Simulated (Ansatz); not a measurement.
**CH₉NSi₂: up Jacob's ladder to CCSD(T)**

The task here is to estimate one member of a computed series from the others.

Method: functionals in def2-TZVPP, the program's frozen cores in correlated methods; program: Ansatz 0.2.0, Gaussian basis.

The runs, in order: LDA (SPW92), PBE-D4, revPBE-D4, BLYP-D4, r2SCAN-D4, B97M-V, PBE0-D4, B3LYP-D4, r2SCANh-D4, r2SCAN0-D4, HSE06-D4, BHLYP-D4, CAM-B3LYP-D4, LC-ωPBE, ωB97X-V, ωB97M-V, B2PLYP, PBE-QIDH; CCSD(T)/def2-SVP; CCSD(T)/def2-TZVPP; MP2/def2-QZVPP; extrapolation to the limit; RPA on PBE.

### The relaxed structure

An earlier PBE0-D4 in a triple-zeta def2 set relaxation fixed the geometry.

SMILES `CN([SiH3])[SiH3]`, 13 atoms, charge 0, spin multiplicity 1.

Atoms are counted from 1 here; the program's logs count them from 0.

Bond lengths: C1–N2 1.462 Å, C1–H5 1.095 Å, C1–H6 1.095 Å, C1–H7 1.096 Å, N2–Si3 1.725 Å, N2–Si4 1.725 Å, Si3–H8 1.483 Å, Si3–H9 1.490 Å, Si3–H10 1.492 Å, Si4–H11 1.490 Å, Si4–H12 1.483 Å, Si4–H13 1.492 Å. Angles: N2–C1–H5 110.8°, N2–C1–H6 110.8°, N2–C1–H7 112.4°, H5–C1–H6 106.9°, H5–C1–H7 107.8°, H6–C1–H7 107.8°, C1–N2–Si3 116.8°, C1–N2–Si4 116.8°, Si3–N2–Si4 125.8°, N2–Si3–H8 108.6°, N2–Si3–H9 109.5°, N2–Si3–H10 112.4°, H8–Si3–H9 110.5°, H8–Si3–H10 109.1°, H9–Si3–H10 106.9°, N2–Si4–H11 109.5°, N2–Si4–H12 108.6°, N2–Si4–H13 112.4° and more.

As a file:

```mol
CH9NSi2
  3D, bonds by distance, orders not assigned

 13 12  0  0  0  0  0  0  0  0999 V2000
   -0.3111    1.2543   -0.7655 C   0  0
   -0.0772    0.0312   -0.0002 N   0  0
    0.4894    0.2217    1.6182 Si  0  0
   -0.1887   -1.4594   -0.8618 Si  0  0
   -1.0713    1.0913   -1.5360 H   0  0
   -0.6815    2.0541   -0.1164 H   0  0
    0.5970    1.6172   -1.2609 H   0  0
    0.5505   -1.1152    2.2577 H   0  0
   -0.4378    1.1158    2.3666 H   0  0
    1.8403    0.8518    1.6761 H   0  0
   -1.5085   -1.5386   -1.5480 H   0  0
   -0.0377   -2.5755    0.1034 H   0  0
    0.8570   -1.5836   -1.9184 H   0  0
  1  2  8  0
  2  3  8  0
  2  4  8  0
  1  5  8  0
  1  6  8  0
  1  7  8  0
  3  8  8  0
  3  9  8  0
  3 10  8  0
  4 11  8  0
  4 12  8  0
  4 13  8  0
M  END
```

Set-up of the first run:

Input file in.yaml:

```yaml
crystal:
  periodic: [false, false, false]
  atoms:
    - {symbol: C, position_ang: [-0.311085, 1.254296, -0.765493]}
    - {symbol: N, position_ang: [-0.077225, 0.031221, -0.000246]}
    - {symbol: Si, position_ang: [0.489389, 0.221732, 1.618151]}
    - {symbol: Si, position_ang: [-0.188676, -1.459376, -0.861815]}
    - {symbol: H, position_ang: [-1.071306, 1.091313, -1.536035]}
    - {symbol: H, position_ang: [-0.681522, 2.054075, -0.116378]}
    - {symbol: H, position_ang: [0.596983, 1.617203, -1.260908]}
    - {symbol: H, position_ang: [0.550524, -1.115188, 2.257746]}
    - {symbol: H, position_ang: [-0.437825, 1.115757, 2.366636]}
    - {symbol: H, position_ang: [1.840294, 0.851842, 1.676077]}
    - {symbol: H, position_ang: [-1.508538, -1.538559, -1.548044]}
    - {symbol: H, position_ang: [-0.037697, -2.575469, 0.103441]}
    - {symbol: H, position_ang: [0.856983, -1.583648, -1.918433]}
basis:
  gaussian: {orbitals: def2-TZVPP}
hamiltonian: {xc: lda}
output: {orbitals: {seedname: orbitals}}
```

Among the steps run: LDA; PBE-D4 (GGA); revPBE-D4 (GGA); BLYP-D4 (GGA); r2SCAN-D4 (meta-GGA); B97M-V (meta-GGA); PBE0-D4 (hybrid); B3LYP-D4 (hybrid); r2SCANh-D4 (hybrid); r2SCAN0-D4 (hybrid); HSE06-D4 (hybrid); BHLYP-D4 (hybrid); CAM-B3LYP-D4 (range-separated); LC-ωPBE-D4 (range-separated; the results give it without D4); ωB97X-V (range-separated); ωB97M-V (range-separated); B2PLYP (double hybrid); PBE-QIDH (double hybrid).

One of the session's tables, all rows but one given; the rest of the session is left out.

It belongs to the step «Frontier levels by functional». 

| functional | HOMO (eV) | gap (eV) |
| --- | --- | --- |
| LDA (SPW92) | -5.87 | 4.83 |
| PBE-D4 | -5.80 | 5.03 |
| revPBE-D4 | -5.76 | 5.13 |
| BLYP-D4 | -5.68 | 5.08 |
| r2SCAN-D4 | -6.06 | 5.69 |
| B97M-V | -6.27 | 5.61 |
| PBE0-D4 | -7.08 | 7.18 |
| B3LYP-D4 | -6.87 | 6.78 |
| r2SCANh-D4 | -6.54 | 6.46 |
| r2SCAN0-D4 | ? | ? |
| HSE06-D4 | -6.69 | 6.40 |
| BHLYP-D4 | -8.31 | 9.28 |
| CAM-B3LYP-D4 | -8.44 | 9.52 |
| LC-ωPBE | -9.78 | 12.03 |
| ωB97X-V | -9.45 | 11.54 |
| ωB97M-V | -9.37 | 11.12 |

**Question.** Estimate the row for r2SCAN0-D4.

Worked estimate for «HOMO (eV)». Against the share of exact exchange, r2SCAN-D4 (0, -6.06), r2SCANh-D4 (0.1, -6.54) give a slope of -4.80 per unit share; at 0.25 the line stands at -7.26.

**Answer.** HOMO (eV): -7.27; gap (eV): 7.60. In «HOMO (eV)» the line misses by +0.01.
